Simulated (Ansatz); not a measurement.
**Te2Mo: an axial (c/a) deformation path**

The task, for Te2Mo: follow an axial (c/a) deformation at fixed volume.

Program: Ansatz 0.2.0. Level of theory: DFT r2SCAN, scalar-relativistic, plane waves, PAW. These are calculated values, not measurements.

**1. Starting point**

The structure is hexagonal, space group P-6m2 (No. 187). Conventional cell: a = 3.560 Å, b = 3.560 Å, c = 17.524 Å, α = 90.00°, β = 90.00°, γ = 120.00°. Around Te (site symmetry 3m) lie 3 Mo at 2.73 Å. Mo (site symmetry -6m2) has 6 Te at 2.73 Å as nearest neighbours.

As a file:

```
CELL_PARAMETERS angstrom
3.56023 0.00000 0.00000
-1.78012 3.08325 0.00000
0.00000 0.00000 17.52406
ATOMIC_POSITIONS crystal
Te 0.33333 0.66667 0.89786
Te 0.33333 0.66667 0.10214
Mo 0.00000 0.00000 0.00000
```

It goes back to an entry of the Materials Project, which need not be the stable form.

No relaxation comes first: the listed cell is the starting point.

**2. The reference: the undisturbed cell on the scan's mesh**

input.yaml

```yaml
crystal:
  lattice:
    - [3.560232814, 0.0, 0.0]
    - [-1.780116407, 3.0832520603, 0.0]
    - [0.0, 0.0, 17.52405782]
  atoms:
    - { symbol: Te, position: [0.3333333333, 0.6666666667, 0.89785545] }
    - { symbol: Te, position: [0.3333333333, 0.6666666667, 0.10214455] }
    - { symbol: Mo, position: [0.0, 0.0, 0.0] }
basis:
  ecutwfc: 500
kpoints:
  mp_grid: { grid: [12, 12, 2] }
hamiltonian:
  xc: r2scan
scf:
  occupations: { method: gaussian, width: 0.05 }
output:
  forces: true
  stress: true
  eigenvalues: true
```

The run is started by

```sh
$ ansatz run input.yaml --threads 1 --pin off --max-ram 2560MiB --backend cpu --events-out ev --progress --plain --runs-dir out
```

**3. Next: an axial (c/a) deformation path**

At fixed volume and fractional coordinates, lengths along (0.000, 0.000, 1.000) are scaled against those across it; ρ is that ratio over its starting value.

**4. ρ = 0.850**

Edit input.yaml of step 2 so:

```diff
@@ -2,5 +2,5 @@
   lattice:
-    - [3.560232814, 0.0, 0.0]
-    - [-1.780116407, 3.0832520603, 0.0]
-    - [0.0, 0.0, 17.52405782]
+    - [3.7584209775, 0.0, 0.0]
+    - [-1.8792104888, 3.2548880447, 0.0]
+    - [0.0, 0.0, 15.7246369743]
   atoms:
```

**5. At ρ = 1.200**

Edit input.yaml of step 4 so:

```diff
@@ -2,5 +2,5 @@
   lattice:
-    - [3.7584209775, 0.0, 0.0]
-    - [-1.8792104888, 3.2548880447, 0.0]
-    - [0.0, 0.0, 15.7246369743]
+    - [3.3503073492, 0.0, 0.0]
+    - [-1.6751536746, 2.9014512749, 0.0]
+    - [0.0, 0.0, 19.788923737]
   atoms:
@@ -21 +21,5 @@
   eigenvalues: true
+  write_density: true
+  write_potential: true
+  elf: true
+  volumetric_format: npy
```

**6. ρ = 0.920**

Edit input.yaml of step 5 so:

```diff
@@ -2,5 +2,5 @@
   lattice:
-    - [3.3503073492, 0.0, 0.0]
-    - [-1.6751536746, 2.9014512749, 0.0]
-    - [0.0, 0.0, 19.788923737]
+    - [3.6605734284, 0.0, 0.0]
+    - [-1.8302867142, 3.1701495814, 0.0]
+    - [0.0, 0.0, 16.5765149257]
   atoms:
@@ -21,5 +21 @@
   eigenvalues: true
-  write_density: true
-  write_potential: true
-  elf: true
-  volumetric_format: npy
```

**7. At ρ = 1.100**

Edit input.yaml of step 6 so:

```diff
@@ -2,5 +2,5 @@
   lattice:
-    - [3.6605734284, 0.0, 0.0]
-    - [-1.8302867142, 3.1701495814, 0.0]
-    - [0.0, 0.0, 16.5765149257]
+    - [3.4489018636, 0.0, 0.0]
+    - [-1.7244509318, 2.9868366291, 0.0]
+    - [0.0, 0.0, 18.6736752102]
   atoms:
```

**8. ρ = 0.960**

Edit input.yaml of step 7 so:

```diff
@@ -2,5 +2,5 @@
   lattice:
-    - [3.4489018636, 0.0, 0.0]
-    - [-1.7244509318, 2.9868366291, 0.0]
-    - [0.0, 0.0, 18.6736752102]
+    - [3.6090091877, 0.0, 0.0]
+    - [-1.8045045938, 3.125493639, 0.0]
+    - [0.0, 0.0, 17.0535775109]
   atoms:
```

**9. Point ρ = 1.050**

Edit input.yaml of step 8 so:

```diff
@@ -2,5 +2,5 @@
   lattice:
-    - [3.6090091877, 0.0, 0.0]
-    - [-1.8045045938, 3.125493639, 0.0]
-    - [0.0, 0.0, 17.0535775109]
+    - [3.5027996609, 0.0, 0.0]
+    - [-1.7513998305, 3.0335134907, 0.0]
+    - [0.0, 0.0, 18.1034304065]
   atoms:
```

**10. Point ρ = 0.800**

Edit input.yaml of step 9 so:

```diff
@@ -2,5 +2,5 @@
   lattice:
-    - [3.5027996609, 0.0, 0.0]
-    - [-1.7513998305, 3.0335134907, 0.0]
-    - [0.0, 0.0, 18.1034304065]
+    - [3.8351445395, 0.0, 0.0]
+    - [-1.9175722698, 3.3213325984, 0.0]
+    - [0.0, 0.0, 15.101775231]
   atoms:
```

**11. ρ = 1.300**

Edit input.yaml of step 10 so:

```diff
@@ -2,5 +2,5 @@
   lattice:
-    - [3.8351445395, 0.0, 0.0]
-    - [-1.9175722698, 3.3213325984, 0.0]
-    - [0.0, 0.0, 15.101775231]
+    - [3.2621000826, 0.0, 0.0]
+    - [-1.6310500413, 2.8250615412, 0.0]
+    - [0.0, 0.0, 20.8735786348]
   atoms:
@@ -21 +21,5 @@
   eigenvalues: true
+  write_density: true
+  write_potential: true
+  elf: true
+  volumetric_format: npy
```

(Steps that only read results are left out.)

**Question.** What will these runs give? Wanted: highest point.

As calculated:

| quantity | value |
| --- | --- |
| highest point | 396.1 meV/atom at ρ = 1.300 |

What this shows: No sampled point lies below the undisturbed cell. No further minimum shows among the sampled points. The gap on the mesh, 1.12 eV at the start, reads zero at ρ = 0.800. Spin-orbit coupling is left out, which matters for the bands of Te. The cell holds empty space of several Å, a single layer or slab in vacuum, so volume, pressure and the long edge depend on that space.
